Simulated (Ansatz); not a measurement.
## Cd3Se under changes of volume

One of the cells (25.356 Å³/atom); the others are scaled copies at fixed shape and fractional positions:

```
Cd Se
1.0
    -2.04095    2.04095    6.08708
     2.04095   -2.04095    6.08708
     2.04095    2.04095   -6.08708
Cd Se
3 1
Direct
  0.50000 0.50000 0.00000
  0.25000 0.75000 0.50000
  0.75000 0.25000 0.50000
  0.00000 0.00000 0.00000
```

The cell comes from a database or a generator and needn't be the stable form of this composition.

* Program: Ansatz 0.2.0
* Functional: PBEsol
* Potentials or basis: Ansatz PAW
* Cutoff: 420 eV (not typed: the program's choice for these potentials)
* k mesh: 9 × 9 × 9
* Occupations: fermi-dirac, width 0.05 eV
* Spin: no spin polarisation

```csv
volume (Å³/atom),energy over the lowest point (meV/atom),pressure (GPa)
23.834,0.00,-1.4
24.341,5.93,-2.3
24.849,14.47,-3.1
25.356,25.26,-3.7
25.863,?,?
26.370,52.43,-4.8
26.877,68.33,-5.2
```

Problem. What does the run at 25.863 Å³/atom give?

Solution. Energy over the lowest point 38.00 meV/atom; pressure -4.3 GPa.

Worked out: A Birch-Murnaghan fit of order 3 (a polynomial in V^(-2/3)) to the other rows has its minimum at 23.14 Å³/atom, just outside them, with B0 = V·E''(V) = 52 GPa and B' = 5.3 at fixed shape and positions, which overstates the stiffness. It gives 38.00 meV/atom at 25.863 Å³/atom, against the run's 38.00, and -dE/dV = -4.3 GPa, against -4.3.

Energies are extrapolated to zero smearing.

Caveats: the PAW data sets come from PBE, with cores solved anew for the run's functional, which leaves a small shift of forces and pressure.
